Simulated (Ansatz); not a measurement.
# TiH4: further runs on a relaxed guess

This session takes a relaxed cell of TiH4 and sets out to compute bands, density of states and charges.

Program: Ansatz 0.2.0. Level of theory: DFT PBE, scalar-relativistic, plane waves, PAW. These are calculated values, not measurements.

2 further runs of the same task are left out: 1 that didn't finish, 1 set aside as unsound or not needed.

### Step 1. The structure to begin with

It takes space group P6/mmm (No. 191, hexagonal). Conventional cell: a = 2.911 Å, b = 2.911 Å, c = 4.419 Å, α = 90.00°, β = 90.00°, γ = 120.00°. Ti (site symmetry 6/mmm) has 2 H at 1.75 Å as nearest neighbours. Around H (site symmetry 6mm) lie 1 H at 0.91 Å. H (site symmetry -6m2) is surrounded by 9 H at 1.68 to 1.74 Å.

As a file:

```xyz
5
Lattice="2.9112 0.0000 0.0000 -1.4556 2.5212 0.0000 0.0000 0.0000 4.4188" Properties=species:S:1:pos:R:3 pbc="T T T"
Ti    0.0000    0.0000    2.2094
H     0.0000    0.0000    3.9641
H     0.0000    0.0000    0.4547
H     0.0000    1.6808    0.0000
H     1.4556    0.8404    0.0000
```

The cell was relaxed beforehand at this level, from a generated guess; it is a trial structure. At a tolerance of 0.05 Å it has space group P6/mmm (No. 191); it has 6.49 Å³/atom, an uncorrected energy of +1.01 eV/atom over the elements.

### Step 2. Electronic structure at the relaxed geometry

Input file input.yaml:

```yaml
crystal:
  lattice:
    - [2.9111940703, 0.0, 0.0]
    - [-1.4555970351, 2.5211680202, 0.0]
    - [0.0, 0.0, 4.4187509289]
  atoms:
    - { symbol: Ti, position: [0.0, 0.0, 0.5] }
    - { symbol: H, position: [0.0, 0.0, 0.8971008446] }
    - { symbol: H, position: [0.0, 0.0, 0.1028991554] }
    - { symbol: H, position: [0.3333333333, 0.6666666667, 0.0] }
    - { symbol: H, position: [0.6666666667, 0.3333333333, 0.0] }
basis:
  ecutwfc: 420
kpoints:
  mp_grid: { grid: [12, 12, 10] }
  band_path:
    path:
      - [[0.0, 0.0, 0.0], [0.5, 0.0, 0.0], [0.33333333, 0.33333333, 0.0], [0.0, 0.0, 0.0], [0.0, 0.0, 0.5], [0.5, 0.0, 0.5], [0.33333333, 0.33333333, 0.5], [0.0, 0.0, 0.5]]
      - [[0.5, 0.0, 0.5], [0.5, 0.0, 0.0]]
      - [[0.33333333, 0.33333333, 0.5], [0.33333333, 0.33333333, 0.0]]
    npoints: 14
hamiltonian:
  xc: pbe
scf:
  occupations: { method: gaussian, width: 0.1 }
  n_extra_bands: 12
output:
  forces: true
  stress: true
  eigenvalues: true
  populations: true
  dos: { projected: true, de: 0.02, nscf_kmesh: { grid: [15, 15, 12] } }
  bader: true
  write_density: true
  write_potential: true
  elf: true
  volumetric_format: npy
```

The run is started by

```
> ansatz run input.yaml --threads 1 --pin off --max-ram 2048MiB --backend cpu --events-out ev --progress --plain --runs-dir out
```

What does the calculation give? Wanted: gap; states at the Fermi level; Bader charges.

As calculated:

| quantity | value |
| --- | --- |
| gap | none (metal) |
| states at the Fermi level | 1.60 per eV per cell |
| Bader charges | Ti +0.53, H -0.20 to -0.06 e |

In words: There is no gap at this level. Of the projected weight within 0.25 eV of the Fermi level, the largest part is Ti 3d (83 %). Charge transfer between the atoms is moderate (Bader charges up to 0.5 e).
